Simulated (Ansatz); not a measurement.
# MoS2: the cost of one run

Computed with Ansatz 0.2.0 (DFT PBEsol, scalar-relativistic, plane waves, PAW, and further levels as typed in the inputs, unless a step's input says otherwise).

### Step 1. The structure to begin with

Symmetry: Amm2, No. 38, orthorhombic system. Conventional cell: a = 21.130 Å, b = 3.192 Å, c = 5.473 Å, α = 90.00°, β = 90.00°, γ = 90.00°. S (site symmetry m) has 3 Mo at 2.40 to 2.41 Å as nearest neighbours. Mo (site symmetry mm2) has 6 S at 2.40 to 2.41 Å as nearest neighbours.

As a file:

```cif
data_structure
_symmetry_space_group_name_H-M 'P 1'
_symmetry_Int_Tables_number 1
_cell_length_a 3.1916
_cell_length_b 3.1679
_cell_length_c 21.1300
_cell_angle_alpha 90.000
_cell_angle_beta 90.000
_cell_angle_gamma 120.247
_cell_volume 184.55
loop_
_atom_site_label
_atom_site_type_symbol
_atom_site_fract_x
_atom_site_fract_y
_atom_site_fract_z
_atom_site_occupancy
S1 S 0.66667 0.33333 0.42593 1
Mo1 Mo 0.33333 0.66667 0.50000 1
S2 S 0.66667 0.33333 0.57407 1
```

### Step 2. Relaxing the atoms: MoS2 sheet, no spin

Input file input.yaml:

```yaml
crystal:
  lattice:
    - [3.1916, 0.0, 0.0]
    - [-1.5958, 2.736640276, 0.0]
    - [0.0, 0.0, 21.13]
  atoms:
    - { symbol: S, position: [0.6666666667, 0.3333333333, 0.42593469] }
    - { symbol: Mo, position: [0.3333333333, 0.6666666667, 0.5] }
    - { symbol: S, position: [0.6666666667, 0.3333333333, 0.57406531] }
  periodic: [true, true, false]
scf:
  occupations: { method: gaussian, width: 0.02 }
  n_extra_bands: 6
output:
  forces: true
  stress: false
  write_density: true
  write_potential: true
  elf: true
  volumetric_format: npy
kpoints:
  mp_grid: { grid: [12, 12, 1] }
hamiltonian:
  xc: pbesol
relax:
  f_tol: 0.003
  max_steps: 100
```

Launch:

```
$ ansatz run input.yaml --threads 4 --pin off --max-ram 12288MiB --backend cpu --events-out ev --progress --plain --runs-dir out
```

Q: Estimate wall time and peak memory on 4 threads of Intel Xeon Platinum 8259CL at 2.50GHz (Skylake/Cascade Lake), shared host.

About 25 s, with a peak of 0.69 GiB.
